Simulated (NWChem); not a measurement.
# the pair KF···SiH2: a chain of runs, part 2 of 2

NWChem 7.3.0.

### Step 3. KF: a single-point energy at revPBE-D3(BJ)/3-21G (run 2)

Input file job.nw:

```
start job
title "FK revPBE"
memory stack 880 mb heap 220 mb global 1100 mb
geometry units angstrom noautosym nocenter noautoz
 F      0.931350    -0.332300     0.468350
 K     -0.931350     0.332300    -0.468350
end
basis "ao basis" spherical bse
 * library 3-21G
end
dft
 xc revpbe cpbe96
 disp vdw 4
 grid fine
 convergence energy 1e-08
 maxiter 100
 mulliken
 print low
end
task dft energy
```

Launch:

```bash
$ nwchem job.nw > job.out
```

Output (excerpt; [...] marks lines left out):

```text
[...]
 d= 0,ls=0.0,diis     1   -695.9269432820 -7.37D+02  1.28D-01  9.56D-01     0.1
[...]
 d= 0,ls=0.0,diis    20   -696.0448955520 -4.86D-09  3.16D-07  8.96D-11     1.2
         Total DFT energy =     -696.044895552004
      One electron energy =    -1044.145831031585
           Coulomb energy =      350.562391018956
    Exchange-Corr. energy =      -43.811720523279
 Nuclear repulsion energy =       41.351010921927
    Dispersion correction =       -0.000745938024
[...]
      Total Density - Mulliken Population Analysis
     ---------------------------------------------
    Atom       Charge   Shell Charges
 -----------   ------   -------------------------------------------------------
    1 F    9     9.49   1.98  0.43  2.48  1.55  3.05
    2 K   19    18.51   2.00  2.00  6.00  2.00  5.92  0.20  0.46 -0.06 -0.01
[...]
```

It took 1.8 s on 1 thread of Intel Xeon 6975P-C (Granite Rapids), shared host; peak memory 0.11 GiB.

### Step 4. SiH2: the energy at revPBE-D3(BJ)/3-21G (run 3)

Input file nw.nw:

```
start nw
title "H2Si revPBE"
memory total 2200 mb
charge 0
geometry units au noautosym nocenter noautoz
Si  4.31541637  1.16340989  9.38162093
H   5.43173429  1.70358810  6.77943027
H   2.14213684  2.99351515  8.89465741
end
basis spherical bse
Si library 3-21G
H library 3-21G
end
dft
xc revpbe cpbe96
disp vdw 4
grid fine
convergence energy 1e-08
maxiter 100
mulliken
print low
end
task dft energy
```

Launch:

```bash
$ nwchem nw.nw > nw.out
```

Output (excerpt; [...] marks lines left out):

```text
[...]
 d= 0,ls=0.0,diis     1   -288.9927458069 -2.99D+02  2.15D-02  7.81D-02     0.1
[...]
 d= 0,ls=0.0,diis     7   -289.0042294998 -2.64D-11  4.05D-08  5.64D-14     0.4
         Total DFT energy =     -289.004229499783
      One electron energy =     -419.939126525411
           Coulomb energy =      142.438201135668
    Exchange-Corr. energy =      -21.457124241358
 Nuclear repulsion energy =        9.956233536166
    Dispersion correction =       -0.002413404849
[...]
      Total Density - Mulliken Population Analysis
     ---------------------------------------------
    Atom       Charge   Shell Charges
 -----------   ------   -------------------------------------------------------
    1 Si  14    13.74   2.00  1.98  5.84  0.87  1.26  1.01  0.78
    2 H    1     1.13   0.43  0.70
    3 H    1     1.13   0.43  0.70
[...]
```

Run time: 0.96 s. Hardware: 1 thread of Intel Xeon 6975P-C (Granite Rapids), shared host; peak memory 0.11 GiB.

### Step 5. KF among ghost functions: the energy at revPBE-D3(BJ)/3-21G (with ghost functions) (run 4)

Input file mymol.nw:

```
START mymol
TITLE "FK energy"
memory total 2200 mb

GEOMETRY units angstroms noautosym nocenter noautoz
F      0.931350    -0.332300     0.468350
K     -0.931350     0.332300    -0.468350
bqSi     2.283620     0.615650     4.964540
bqH      2.874350     0.901500     3.587520
bqH      1.133570     1.584100     4.706850
END

BASIS "ao basis" spherical bse
F library 3-21G
K library 3-21G
bqSi library Si 3-21G
bqH library H 3-21G
END

DFT
xc revpbe cpbe96
disp vdw 4
grid fine
convergence energy 1e-08
iterations 100
mulliken
print low
END

TASK dft
```

Launch:

```bash
$ nwchem mymol.nw > mymol.out
```

Output (excerpt; [...] marks lines left out):

```text
[...]
 d= 0,ls=0.0,diis     1   -695.9272724525 -7.37D+02  7.79D-02  9.55D-01     0.3
[...]
 d= 0,ls=0.0,diis    22   -696.0452145788 -3.98D-12  2.18D-08  1.07D-12     4.0
         Total DFT energy =     -696.045214578751
      One electron energy =    -1044.143946394481
           Coulomb energy =      350.559882612481
    Exchange-Corr. energy =      -43.811415780655
 Nuclear repulsion energy =       41.351010921927
    Dispersion correction =       -0.000745938024
[...]
      Total Density - Mulliken Population Analysis
     ---------------------------------------------
    Atom       Charge   Shell Charges
 -----------   ------   -------------------------------------------------------
    1 F    9     9.49   1.98  0.43  2.47  1.55  3.05
    2 K   19    18.51   2.00  2.00  6.00  2.00  5.92  0.21  0.46 -0.06 -0.01
    3 X    0     0.00   0.00 -0.00 -0.00 -0.00 -0.00  0.00  0.00
    4 X    0    -0.00   0.00 -0.00
    5 X    0    -0.00   0.00 -0.00
[...]
```

It took 4.8 s on 1 thread of Intel Xeon 6975P-C (Granite Rapids), shared host; peak memory 0.12 GiB.

### Step 6. SiH2 among ghost functions: the energy at revPBE-D3(BJ)/3-21G (with ghost functions) (run 5)

Input file h2si.nw:

```
start h2si
memory stack 880 mb heap 220 mb global 1100 mb

geometry noautosym nocenter noautoz
Si    2.283620    0.615650    4.964540
H     2.874350    0.901500    3.587520
H     1.133570    1.584100    4.706850
bqF      0.931350    -0.332300     0.468350
bqK     -0.931350     0.332300    -0.468350
end

basis "ao basis" spherical bse
Si library 3-21G
H library 3-21G
bqF library F 3-21G
bqK library K 3-21G
end

dft
xc revpbe cpbe96
disp vdw 4
grid fine
convergence energy 1e-08
iterations 100
mulliken
print low
end

task dft
```

Launch:

```bash
$ nwchem h2si.nw > h2si.out
```

Output (excerpt; [...] marks lines left out):

```text
[...]
 d= 0,ls=0.0,diis     1   -288.9932826043 -2.99D+02  8.56D-03  7.86D-02     0.3
[...]
 d= 0,ls=0.0,diis     7   -289.0048333652 -2.52D-10  1.57D-06  5.14D-10     1.3
         Total DFT energy =     -289.004833365225
      One electron energy =     -419.932311404980
           Coulomb energy =      142.429766608273
    Exchange-Corr. energy =      -21.456109400998
 Nuclear repulsion energy =        9.956234237329
    Dispersion correction =       -0.002413404848
[...]
      Total Density - Mulliken Population Analysis
     ---------------------------------------------
    Atom       Charge   Shell Charges
 -----------   ------   -------------------------------------------------------
    1 Si  14    13.74   2.00  1.98  5.84  0.87  1.26  1.01  0.77
    2 H    1     1.13   0.43  0.70
    3 H    1     1.13   0.43  0.70
    4 X    0     0.00   0.00  0.00 -0.00 -0.00  0.00
    5 X    0     0.00  -0.00 -0.00 -0.00 -0.00 -0.00 -0.00  0.00  0.00  0.00
[...]
```

Wall time 1.9 s (1 thread of Intel Xeon 6975P-C (Granite Rapids), shared host); peak memory 0.12 GiB.

### Step 7. Results

What follows sums up all 2 parts.

| quantity | value |
| --- | --- |
| KF: total energy | -696.04490 Eh |
| KF: dispersion energy | -1.96 kJ/mol |
| SiH2: total energy | -289.00423 Eh |
| SiH2: dispersion energy | -6.34 kJ/mol |
| KF among ghost functions: total energy | -696.04521 Eh |
| KF among ghost functions: dispersion energy | -1.96 kJ/mol |
| SiH2 among ghost functions: total energy | -289.00483 Eh |
| SiH2 among ghost functions: dispersion energy | -6.34 kJ/mol |
| run 1, revPBE-D3(BJ)/3-21G | no result (not converged) |

Mulliken charges (SiH2) run from -0.13 on H2 to +0.26 on Si1; they depend strongly on the basis. 1 of the 5 runs did not end normally.
